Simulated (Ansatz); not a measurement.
# Cl2H2O2Zr: the cost of one run

All numbers below are computed with Ansatz 0.2.0 (RKS BLYP/def2-SVP).

## (1) Starting point

Bond lengths: Zr1–Cl2 2.520 Å, Zr1–O3 2.070 Å, O3–H4 1.010 Å, Zr1–O5 2.069 Å, O5–H6 1.010 Å, Zr1–Cl7 2.518 Å. Angles: Cl2–Zr1–O3 109.4°, Cl2–Zr1–O5 109.5°, Cl2–Zr1–Cl7 109.5°, O3–Zr1–O5 109.5°, O3–Zr1–Cl7 109.5°, O5–Zr1–Cl7 109.5°, Zr1–O3–H4 109.5°, Zr1–O5–H6 109.5°.

As a file:

```xyz
7

Zr    0.0000    0.0000    0.0000
Cl    0.0000    0.0000    2.5200
O     1.9520    0.0000   -0.6893
H     2.2684   -0.9521   -0.8060
O    -0.9750    1.6891   -0.6893
H    -1.9328    1.4584   -0.9117
Cl   -1.1869   -2.0563   -0.8392
```

## (2) Preparing the start

File input.yaml:

```yaml
crystal:
  periodic: [false, false, false]
  atoms:
    - { symbol: Zr, position_ang: [0.0, 0.0, 0.0] }
    - { symbol: Cl, position_ang: [0.0, 0.0, 2.52] }
    - { symbol: O, position_ang: [1.952, 0.0, -0.6893] }
    - { symbol: H, position_ang: [2.2684, -0.9521, -0.806] }
    - { symbol: O, position_ang: [-0.975, 1.6891, -0.6893] }
    - { symbol: H, position_ang: [-1.9328, 1.4584, -0.9117] }
    - { symbol: Cl, position_ang: [-1.1869, -2.0563, -0.8392] }
basis:
  gaussian: { orbitals: def2-SVP }
hamiltonian:
  xc: blyp
relax:
  f_tol: 0.02
  max_steps: 40
output:
  orbitals: {}
```

Launch:

```bash
$ ansatz run input.yaml --threads 2 --pin off --max-ram 3072MiB --backend cpu --events-out ev --progress --plain --runs-dir out
```

What time and memory should one allow on 2 threads of Arm Neoverse V2, shared host?

About 33 s, with a peak of 0.15 GiB.
